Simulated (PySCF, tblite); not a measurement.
# C₇H₁₂N+: excited states

What do calculations give for the excited states of C₇H₁₂N+ (`C=C=C=C[N+](C)(C)C`)?

Programs: tblite 0.8.0 and PySCF 2.14.0, with routines of our own; each step states its level. All values are computed. Atoms count from 0.

## 1. The system as given

20 atoms, charge 1, multiplicity 1; geometry from: force field or distance geometry start.

## 2. Optimising the geometry with GFN2-xTB

What the job is given:

```
{"job": {"kind": "relax", "xc": "GFN2-xTB", "basis": "xTB"}, "charge": 1, "multiplicity": 1}
C      3.968100     0.011900    -0.059100
C      2.701600    -0.071900    -0.401300
C      1.479100    -0.153700    -0.701100
C      0.228800    -0.225400    -1.020300
N     -0.862300     0.034500    -0.154700
C     -1.830900    -1.042100    -0.437400
C     -0.604800     0.001000     1.236900
C     -1.455300     1.326200    -0.527500
H      4.734800    -0.199500    -0.812900
H      4.293400     0.289600     0.940400
H     -0.013100    -0.546800    -2.042500
H     -2.526000    -0.768000    -1.257400
H     -1.243700    -1.921900    -0.816500
H     -2.327300    -1.388200     0.467400
H     -0.017300     0.851500     1.616100
H     -1.577700     0.043200     1.828500
H     -0.182000    -0.994500     1.514400
H     -0.679700     2.082700    -0.418800
H     -2.279700     1.496200     0.184800
H     -1.811200     1.185900    -1.551800
```

Launch:

```sh
$ OMP_NUM_THREADS=1 python excited_run.py task.json out
```

This one command runs all jobs of the session in turn.

The log of the run:

```text
step      E/eV     max force
  0    -639.32167    2.913
  1    -639.55286    1.116
  2    -639.60076    1.908
  3    -639.64569    1.187
  4    -639.68814    0.840
  5    -639.72400    0.516
  6    -639.74233    0.296
  7    -639.75458    0.250
  8    -639.76767    0.302
  9    -639.77764    0.205
 10    -639.78560    0.198
 11    -639.79250    0.181
 12    -639.79946    0.215
 13    -639.80627    0.213
 14    -639.81241    0.221
 15    -639.81761    0.203
 16    -639.82229    0.151
 17    -639.82660    0.187
 18    -639.83056    0.176
 19    -639.83446    0.142
 20    -639.83880    0.145
 21    -639.84420    0.163
 22    -639.85117    0.220
 23    -639.85898    0.255
 24    -639.86573    0.221
 25    -639.87053    0.137
 26    -639.87440    0.152
 27    -639.87821    0.156
 28    -639.88196    0.153
 29    -639.88531    0.152
 30    -639.88828    0.113
 31    -639.89114    0.138
 32    -639.89373    0.139
 33    -639.89559    0.142
 34    -639.89787    0.135
 35    -639.90038    0.115
 36    -639.90277    0.138
 37    -639.90576    0.140
 38    -639.90801    0.090
 39    -639.90913    0.094
 40    -639.90975    0.090
 41    -639.91038    0.073
 42    -639.91091    0.051
 43    -639.91120    0.036
 44    -639.91133    0.030
 45    -639.91145    0.025
 46    -639.91158    0.030
 47    -639.91172    0.033
 48    -639.91184    0.031
 49    -639.91197    0.025
 50    -639.91213    0.032
 51    -639.91237    0.042
 52    -639.91268    0.041
 53    -639.91300    0.046
 54    -639.91327    0.035
 55    -639.91346    0.038
 56    -639.91360    0.032
 57    -639.91371    0.030
 58    -639.91382    0.024
 59    -639.91393    0.030
 60    -639.91407    0.035
 61    -639.91426    0.034
 62    -639.91449    0.044
 63    -639.91476    0.043
 64    -639.91505    0.055
 65    -639.91527    0.047
 66    -639.91539    0.020
 67    -639.91542    0.011
 68    -639.91544    0.011
 69    -639.91547    0.015
 70    -639.91549    0.016
 71    -639.91552    0.012
 72    -639.91554    0.012
 73    -639.91556    0.012
 74    -639.91560    0.016
 75    -639.91565    0.018
 76    -639.91572    0.021
 77    -639.91578    0.016
 78    -639.91582    0.016
 79    -639.91586    0.015
 80    -639.91589    0.013
 81    -639.91591    0.011
 82    -639.91593    0.010
 83    -639.91595    0.012
 84    -639.91597    0.011
 85    -639.91599    0.013
 86    -639.91603    0.013
 87    -639.91609    0.017
 88    -639.91614    0.017
 89    -639.91618    0.016
 90    -639.91621    0.014
 91    -639.91627    0.015
 92    -639.91637    0.022
 93    -639.91649    0.026
 94    -639.91661    0.023
 95    -639.91669    0.024
 96    -639.91674    0.022
 97    -639.91683    0.021
 98    -639.91698    0.026
 99    -639.91716    0.028
100    -639.91734    0.028
101    -639.91752    0.032
102    -639.91771    0.033
103    -639.91793    0.036
104    -639.91814    0.030
105    -639.91836    0.027
106    -639.91849    0.035
107    -639.91856    0.065
108    -639.91864    0.022
109    -639.91870    0.028
110    -639.91876    0.020
111    -639.91879    0.016
112    -639.91883    0.018
113    -639.91886    0.010
114    -639.91888    0.008
```

Wall time 0.57 s (1 thread of Arm Neoverse V2, shared host).

The steps of the relaxation: (not every step is listed)

| step | energy from step 0 (eV) | largest force (eV/Å) |
| --- | --- | --- |
| 0 | 0.0000 | 2.9131 |
| 1 | -0.2312 | 1.1158 |
| 2 | -0.2791 | 1.9082 |
| 3 | -0.3240 | 1.1867 |
| 4 | -0.3665 | 0.8399 |
| 5 | -0.4023 | 0.5159 |
| 6 | -0.4207 | 0.2964 |
| 7 | -0.4329 | 0.2496 |
| 8 | -0.4460 | 0.3024 |
| 18 | -0.5089 | 0.1756 |
| 28 | -0.5603 | 0.1535 |
| 38 | -0.5863 | 0.0899 |
| 48 | -0.5902 | 0.0305 |
| 58 | -0.5921 | 0.0244 |
| 68 | -0.5938 | 0.0115 |
| 78 | -0.5942 | 0.0162 |
| 88 | -0.5945 | 0.0170 |
| 98 | -0.5953 | 0.0258 |
| 108 | -0.5970 | 0.0216 |
| 109 | -0.5970 | 0.0276 |
| 110 | -0.5971 | 0.0201 |
| 111 | -0.5971 | 0.0160 |
| 112 | -0.5972 | 0.0185 |
| 113 | -0.5972 | 0.0102 |
| 114 | -0.5972 | 0.0081 |

Close pairs (by a distance rule), those that changed most:

| bond | before (Å) | after (Å) | change (Å) |
| --- | --- | --- | --- |
| N4–C6 | 1.416 | 1.473 | +0.057 |
| C3–N4 | 1.417 | 1.473 | +0.056 |
| C6–H15 | 1.139 | 1.088 | -0.051 |
| C5–H12 | 1.124 | 1.089 | -0.034 |
| C6–H16 | 1.117 | 1.089 | -0.028 |
| C5–H11 | 1.109 | 1.089 | -0.020 |
| C3–H10 | 1.099 | 1.079 | -0.019 |
| C0–H8 | 1.096 | 1.078 | -0.018 |

The end geometry stands in the next job.

## 3. Vibrational analysis with GFN2-xTB

What the job is given:

```
{"job": {"kind": "ir", "xc": "GFN2-xTB", "basis": "xTB"}, "charge": 1, "multiplicity": 1}
C      3.950163    -0.158042    -0.005423
C      2.696860    -0.120237    -0.355625
C      1.487375    -0.081531    -0.710821
C      0.243321    -0.039342    -1.109651
N     -0.907129     0.034645    -0.193170
C     -1.767800    -1.141210    -0.427696
C     -0.463489     0.050020     1.210830
C     -1.656843     1.271259    -0.489211
H      4.733812    -0.211598    -0.743626
H      4.250380    -0.137939     1.029619
H     -0.037009    -0.054372    -2.151549
H     -2.110495    -1.158008    -1.461315
H     -1.207373    -2.054792    -0.233471
H     -2.635028    -1.108880     0.230192
H      0.176563     0.912610     1.388220
H     -1.325551     0.103695     1.872986
H      0.101649    -0.853672     1.433327
H     -1.012049     2.136941    -0.343612
H     -2.520129     1.356115     0.169182
H     -2.002377     1.265016    -1.521917
```

The log of the run:

```text
mode    cm-1     km/mol
  1      37.1      0.33
  2      94.0      1.72
  3     190.4      4.01
  4     193.1      0.08
  5     261.0      1.97
  6     271.9      1.69
  7     274.6      0.03
  8     304.4      0.46
  9     321.9      0.12
 10     363.1      1.97
 11     408.2      0.53
 12     427.6      0.54
 13     479.2      0.15
 14     545.0      0.43
 15     564.1      2.47
 16     771.2     23.36
 17     780.0      6.01
 18     871.7     34.43
 19     895.5     48.06
 20     931.6      5.03
 21     992.1      9.40
 22    1000.4      5.37
 23    1022.2      0.00
 24    1026.9     18.58
 25    1081.4      0.34
 26    1081.5      0.46
 27    1197.1      8.97
 28    1229.4      0.36
 29    1247.1      0.07
 30    1284.0      4.79
 31    1346.5     28.14
 32    1408.4     18.47
 33    1409.9     21.39
 34    1429.9     17.69
 35    1437.6      0.46
 36    1452.6      2.71
 37    1453.2      3.11
 38    1460.8     25.11
 39    1463.5     33.74
 40    1478.1     53.16
 41    1726.5      3.71
 42    2173.6      7.82
 43    3036.1      0.06
 44    3037.8      1.86
 45    3038.4      0.13
 46    3042.8      1.60
 47    3043.4      0.12
 48    3044.2      0.23
 49    3046.8      3.50
 50    3048.7      3.48
 51    3050.4      4.09
 52    3078.2      6.50
 53    3087.1     15.32
 54    3104.2      1.33
```

It took 0.52 s on 1 thread of Arm Neoverse V2, shared host.

Which atoms move in the most intense modes:

| cm⁻¹ | km/mol | atoms |
| --- | --- | --- |
| 771 | 23.4 | H10 69 %, C3 15 %, H9 10 % |
| 872 | 34.4 | H8 41 %, H9 36 %, C0 21 % |
| 896 | 48.1 | N4 19 %, C3 16 %, C7 11 %, C5 10 % |
| 1346 | 28.1 | H9 38 %, H8 38 %, C0 11 % |
| 1410 | 21.4 | H17 17 %, H12 16 %, H18 15 %, H13 14 % |
| 1461 | 25.1 | H15 29 %, H14 13 %, H16 13 %, H13 12 % |
| 1464 | 33.7 | H18 27 %, H13 23 %, H19 14 %, H11 11 % |
| 1478 | 53.2 | H16 15 %, H14 15 %, H12 14 %, H11 13 % |

## 4. Excited states: TDA BHandHLYP/def2-SVP

The job, as its differences from that of step 3:

```diff
@@ -1,2 +1,2 @@
-{"job": {"kind": "ir", "xc": "GFN2-xTB", "basis": "xTB"}, "charge": 1, "multiplicity": 1}
+{"job": {"kind": "states", "xc": "BHandHLYP", "basis": "def2-SVP", "tda": true, "soc": true, "nstates": 6, "ntriplets": 5, "nquad": 4}, "charge": 1, "multiplicity": 1}
 C      3.950163    -0.158042    -0.005423
```

Method: TDA BHandHLYP/def2-SVP excited states, vertical, gas phase, spin-orbit mean-field couplings.

The log of the run:

```text
coarse grid: 16104 points
cycle   1  E = -327.7789367249  dE =  1.638e+00  |g| = 5.734e-01  |ddm| = 4.610e+00
cycle   2  E = -327.7386672189  dE =  4.027e-02  |g| = 7.567e-01  |ddm| = 1.316e+00
cycle   3  E = -327.8726819717  dE = -1.340e-01  |g| = 7.179e-02  |ddm| = 7.146e-01
cycle   4  E = -327.8731135700  dE = -4.316e-04  |g| = 7.006e-02  |ddm| = 1.350e-01
cycle   5  E = -327.8744217872  dE = -1.308e-03  |g| = 5.602e-03  |ddm| = 6.641e-02
cycle   6  E = -327.8744314789  dE = -9.692e-06  |g| = 3.757e-03  |ddm| = 1.085e-02
cycle   7  E = -327.8744356869  dE = -4.208e-06  |g| = 1.032e-03  |ddm| = 4.152e-03
final grid: 153912 points
cycle   8  E = -327.9177669116  dE = -2.976e-05  |g| = 3.526e-03  |ddm| = 3.136e-02
cycle   9  E = -327.9177679874  dE = -1.076e-06  |g| = 2.953e-03  |ddm| = 6.801e-03
cycle  10  E = -327.9177701421  dE = -2.155e-06  |g| = 6.006e-04  |ddm| = 3.324e-03
cycle  11  E = -327.9177702340  dE = -9.188e-08  |g| = 1.955e-04  |ddm| = 7.437e-04
cycle  12  E = -327.9177702431  dE = -9.092e-09  |g| = 5.461e-05  |ddm| = 2.339e-04
cycle  13  E = -327.9177702439  dE = -7.921e-10  |g| = 1.485e-05  |ddm| = 7.226e-05
converged SCF energy = -327.9177702439

Singlet excitations
state   eV       nm        f     d(h-e)  d(exc)  Lambda  PR(NTO)  |dmu|/D   mu/D   main configurations
  1   4.5683   271.4   0.00011   0.041   2.555   0.496   1.024    0.108    2.805   H-1->L 0.98
  2   5.6603   219.0   0.00047   0.186   2.748   0.483   1.031    0.520    2.262   H->L+1 0.92
  3   6.0522   204.9   0.58871   0.047   2.908   0.835   1.439    0.405    2.378   H->L 0.82, H-1->L+1 0.14
  4   8.2734   149.9   0.00365   1.570   3.500   0.398   1.950    5.791    3.282   H->L+2 0.47, H-2->L+1 0.42
  5   8.4332   147.0   2.22005   0.208   2.833   0.764   1.839                     H-1->L+1 0.70, H->L 0.11
  6   8.4493   146.7   0.02795   1.181   3.569   0.407   1.955                     H-2->L+1 0.45, H->L+2 0.41

Triplet excitations (Tamm-Dancoff)
state   eV     d(h-e)  d(exc)  Lambda  PR(NTO)   main configurations
  1   2.7909   0.139   2.670   0.849   1.062   H->L 0.96
  2   4.2052   0.010   2.546   0.496   1.006   H-1->L 0.99
  3   4.8894   0.079   2.231   0.732   1.015   H-1->L+1 0.85, H-1->L+2 0.08
  4   5.3195   0.221   2.722   0.481   1.016   H->L+1 0.92
  5   5.6466   0.227   2.147   0.806   1.300   H-2->L 0.85
S1 - T1 = 1.7775 eV

Spin-orbit couplings |<S|Hso|T>| (cm-1)
             T1       T2       T3       T4       T5
S0        0.045   13.625    0.458   12.031    0.014
S1        0.264    0.004    0.584    0.016    7.678
S2        1.586    0.025    0.617    0.054    4.187
S3        0.032    0.696    0.080    1.144    0.097
S4        0.705    0.170    5.250    0.076    1.486
S5        0.159    2.033    0.591    2.512    0.070
S6        1.565    0.111    6.102    0.239    0.694
T1 sublevels (cm-1): 0.000 0.000 0.000   radiative rates (1/s): 0.000128 1.25e-05 0.000101
```

Wall time 34 s (1 thread of Arm Neoverse V2, shared host); peak memory 0.8 GiB.

In short:

```csv
quantity,value
S1 less T1,1.78 eV
```

Orbitals, density, ELF and potential are computed afterwards from the orbital file.

Frontier orbitals at BHandHLYP/def2-SVP, with the share of their density that lies nearest to each atom:

| orbital | energy (eV) | lies on |
| --- | --- | --- |
| HOMO | -12.26 | C0, C3 about 27 % each; C1 19 %; C2 11 % |
| LUMO | -4.71 | C0, C3 about 23 % each; C2 19 %; C1 13 % |

ELF in a plane through or near 10 of the atoms.

Ten even steps from ' ' (0.00) to '@' (1.00):
```
                                                        
                                                        
                                                        
                          ++##::                        
                        ..@@@@%%                        
        ::..    ..====  ::@@@@@@                        
      ::@@%%::  --**##----@@@@##                        
      @@@@@@%%::++%%%%==##==--::                        
      %%@@@@%%**--**##%%%%--++**==                      
      ==%%@@::**..::%%..##==%%--**..                    
        --##==++****%%##..  **==**..                    
        ##@@@@**::++**::  --++%%==                      
      ..@@@@@@##  ....  ::**..::==                      
        %%@@@@++        --**::%%@@%%                    
          ****          ..----@@@@@@==                  
                              %%@@@@--                  
                              --%%--                    
                                                        
                                                        
                                                        
```
The map spans 14.6 Å across and 9.3 Å up, centred on the molecule. Atoms in the plane (x, y in Å): C0 (-4.0, 0.1), C1 (-2.7, 0.4), C2 (-1.5, 0.7), C3 (-0.2, 1.0), N4 (0.9, 0.0), C6 (0.4, -1.4), H8 (-4.7, 0.8), H9 (-4.3, -1.0), H10 (0.1, 2.0), H15 (1.2, -2.1).

On the surface of density 0.002 e/bohr³ the electrostatic potential runs, from the 1st to the 99th percentile, from 3.09 V near C1 to 5.39 V near H13.

## 5. Excited states: TDDFT LC-wPBE/def2-SVPD

The job, as its differences from that of step 4:

```diff
@@ -1,2 +1,2 @@
-{"job": {"kind": "states", "xc": "BHandHLYP", "basis": "def2-SVP", "tda": true, "soc": true, "nstates": 6, "ntriplets": 5, "nquad": 4}, "charge": 1, "multiplicity": 1}
+{"job": {"kind": "states", "xc": "LC-wPBE", "basis": "def2-SVPD", "tpa": true, "nstates": 6, "nquad": 5, "ntriplets": 0}, "charge": 1, "multiplicity": 1}
 C      3.950163    -0.158042    -0.005423
```

Method: TDDFT LC-wPBE/def2-SVPD excited states, vertical, gas phase, two-photon moments by quadratic response.

The log of the run:

```text
coarse grid: 16104 points
cycle   1  E = -327.7493259919  dE =  1.868e+00  |g| = 6.182e-01  |ddm| = 1.704e+01
cycle   2  E = -327.7583909196  dE = -9.065e-03  |g| = 6.917e-01  |ddm| = 2.571e+00
cycle   3  E = -327.8628109247  dE = -1.044e-01  |g| = 5.783e-02  |ddm| = 1.467e+00
cycle   4  E = -327.8640899156  dE = -1.279e-03  |g| = 3.725e-02  |ddm| = 7.416e-01
cycle   5  E = -327.8644830616  dE = -3.931e-04  |g| = 8.148e-03  |ddm| = 1.349e-01
cycle   6  E = -327.8645154471  dE = -3.239e-05  |g| = 3.921e-03  |ddm| = 5.002e-02
cycle   7  E = -327.8645230030  dE = -7.556e-06  |g| = 9.920e-04  |ddm| = 1.922e-02
final grid: 153912 points
cycle   8  E = -327.9221150027  dE = -4.265e-05  |g| = 4.275e-03  |ddm| = 3.054e-01
cycle   9  E = -327.9221181755  dE = -3.173e-06  |g| = 2.726e-03  |ddm| = 6.597e-02
cycle  10  E = -327.9221200487  dE = -1.873e-06  |g| = 5.116e-04  |ddm| = 9.667e-03
cycle  11  E = -327.9221200995  dE = -5.079e-08  |g| = 2.724e-04  |ddm| = 3.039e-03
cycle  12  E = -327.9221201187  dE = -1.917e-08  |g| = 4.420e-05  |ddm| = 1.618e-03
cycle  13  E = -327.9221201196  dE = -8.681e-10  |g| = 1.807e-05  |ddm| = 3.253e-04
converged SCF energy = -327.9221201196

Singlet excitations
state   eV       nm        f     d(h-e)  d(exc)  Lambda  PR(NTO)  |dmu|/D   mu/D   delta(TPA)   sigma/GM   main configurations
  1   4.4460   278.9   0.00007   0.030   2.512   0.507   1.054    0.108    2.880        0.02      0.000   H-1->L 0.98
  2   5.6613   219.0   0.01383   0.134   2.672   0.459   1.018    0.416    2.409        0.45      0.005   H->L+1 0.80, H->L+2 0.12
  3   5.7063   217.3   0.50439   0.077   2.837   0.802   1.358    0.265    2.584        2.10      0.025   H->L 0.88
  4   8.0052   154.9   1.55605   0.227   2.595   0.686   1.445    0.693    2.154       20.21      0.475   H-1->L+1 0.78
  5   8.1445   152.2   0.00002   0.469   3.463   0.316   1.107    1.323    1.610       41.91      1.018   H->L+2 0.50, H->L+3 0.18, H->L+4 0.11
  6   8.5577   144.9   0.00100   0.165   2.742   0.782   1.372                                            H-2->L 0.88
```

It took 82 s on 1 thread of Arm Neoverse V2, shared host; peak memory 1.1 GiB.

## 6. Summary of results

| quantity | value |
| --- | --- |
| strongest single infrared mode (GFN2-xTB) | 1478 cm⁻¹, 53 km/mol |
| zero-point energy (GFN2-xTB) | 107.3 kcal/mol |
| S1 less T1 (step 4, TDA BHandHLYP/def2-SVP) | 1.78 eV |

All 54 modes are real, so the xTB geometry is a minimum. The strongest single mode, at 1478 cm⁻¹, has its largest shares on H16, H14, H12 and H11 (the list is cut at 4 atoms). GFN2-xTB is a fitted tight-binding method: band positions and strengths are rough. Its intensities can rank the bands wrongly. In step 4, the number of triplets below S1 is 2, and the largest singlet-triplet spin-orbit coupling is S0–T2, 13.62 cm⁻¹. At BHandHLYP/def2-SVP, counted by nearest atom on the grid, the HOMO lies on C0, C3 about 27 % each; C1 19 %, the LUMO on C0, C3 about 23 % each; C2 19 %.
